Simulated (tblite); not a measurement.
# C₄H₁₁Ge₂NO: geometry, infrared bands and NMR shifts

The runs use tblite 0.8.0 and PySCF 2.14.0, with density-fitted response routines of our own; the level of theory stands in each step. All values are computed, except where a source is named. Atoms are numbered from 0 throughout.

### 1 Starting geometry

19 atoms, charge 0, multiplicity 1; geometry from: force field or distance geometry start.

Bonds of the start (Å): C0–C1 1.53, C1–C2 1.52, C2–C3 1.47, C3–N4 1.16, C1–O5 1.42, O5–Ge6 1.81, Ge6–Ge7 2.39, C0–H8 1.11, C0–H9 1.11, C0–H10 1.12, C1–H11 1.11, C2–H12 1.12, C2–H13 1.12, Ge6–H14 1.56, Ge6–H15 1.56, Ge7–H16 1.54, Ge7–H17 1.56, Ge7–H18 1.55.

### 2 Relaxing the molecule with GFN2-xTB

The job: settings as JSON, then the geometry in Å.

```
{"job": {"kind": "relax", "xc": "GFN2-xTB", "basis": "xTB"}, "charge": 0, "multiplicity": 1}
C     -0.596500    -1.449300    -1.087600
C     -0.793900    -0.185800    -0.243300
C     -2.273800     0.130800    -0.091300
C     -2.478700     1.395700     0.635600
N     -2.632000     2.374700     1.234100
O     -0.251500    -0.435100     1.048400
Ge     1.169100     0.648900     1.351700
Ge     2.964000     0.096700    -0.131700
H      0.480900    -1.681000    -1.187300
H     -1.030200    -1.290800    -2.098600
H     -1.113300    -2.317900    -0.615900
H     -0.314400     0.650800    -0.785200
H     -2.810700    -0.683000     0.455200
H     -2.739800     0.246000    -1.102200
H      0.749800     2.133100     1.145600
H      1.645500     0.460000     2.829400
H      4.175500     1.011400     0.155600
H      3.356500    -1.396400     0.071800
H      2.483800     0.300300    -1.591700
```

The run is started by

```console
$ OMP_NUM_THREADS=1 python probes_run.py task.json out
```

This one command runs all jobs of the session in turn.

**Question.** How long does this first job take on 1 thread of Arm Neoverse N1, shared host, and how much memory does it need?

About 3.7 s, with a peak of 0.18 GiB.
